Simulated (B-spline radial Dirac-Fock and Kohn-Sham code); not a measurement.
**Mo⁴⁺: core levels and X-ray properties**

Wanted for molybdenum as Mo⁴⁺: its X-ray form factor and Compton profile and the binding energy of each subshell.

Method: a free atom or ion on a radial basis; each step names its model; computed with B-spline radial Dirac-Fock and Kohn-Sham code, version 2.

## 1. The atom as given

Mo⁴⁺, configuration [Kr] 4d2.

| Property | Result |
| --- | --- |
| nuclear charge | 42 |
| electrons | 38 |
| mass number | 98 |
| nuclear rms radius | 4.4091 fm |

## 2. Form factor and Compton profile

Model: Dirac-Fock average of configuration, finite nucleus; form factor of the spherical density, Waller-Hartree incoherent function, impulse-approximation Compton profiles.

Recorded inputs:

```ini
task = scatter
Z = 42
charge = 4
configuration = 1s2 2s2 2p6 3s2 3p6 3d10 4s2 4p6 4d2
mass_number = 98
rms_radius = 4.4091  # fm
s = [0.0, 0.05, 0.1, 0.15, 0.2, 0.25, 0.3, 0.35, 0.4, 0.45, 0.5, 0.6, 0.7, 0.8, 0.9, 1.0, 1.1, 1.2, 1.4, 1.6, 1.8, 2.0, 2.5, 3.0, 3.5, 4.0, 5.0, 6.0]  # 1/A
pz = [0, 0.1, 0.2, 0.3, 0.4, 0.5, 0.6, 0.8, 1.0, 1.2, 1.4, 1.6, 1.8, 2.0, 2.5, 3.0, 4.0, 5.0, 7.0, 10.0, 15.0, 20.0, 30.0, 40.0, 60.0, 100.0]  # a.u.
photon_energy = [1000, 2000, 5000, 8047.8, 100000, 200000, 500000, 1000000]  # eV
```

## 3. Hole states by ΔSCF

Model: Dirac-Fock average of configuration, Delta-SCF, finite nucleus, first-order Breit with its frequency dependence, self-energy and vacuum polarisation.

Settings, as recorded:

```ini
task = binding
```

Before running it: what results should come out? Wanted: rms radius of the electron cloud; form factor halves at; Compton profile at zero; deepest level listed, K; least bound, N4,5; Kα1.

The runs gave:

| quantity | value |
| --- | --- |
| rms radius of the electron cloud | 0.757 bohr |
| form factor halves at | 0.63 1/Å |
| Compton profile at zero | 5.292 1/a.u. |
| deepest level listed, K (1s) | 20061.0 eV |
| least bound, N4,5 (4d) | 52.35 eV |
| Kα1 | 17477.3 eV |
| ionisation energy, NIST (semi-empirical) | 54.4170 eV |

The form factor starts at the 38 electrons and halves by s = 0.63 1/Å. Incoherent scattering outweighs coherent from 100 keV on, among the energies asked. For K (1s), relaxation takes off 55.5 eV, Breit terms shift it by -36.30 and QED by -18.08 eV. NIST's ionisation energy differs by +2.06 eV from the least binding energy; the calculation averages open shells over their j components and terms. The Hartree-Fock and Dirac-Fock values hold no electron correlation.
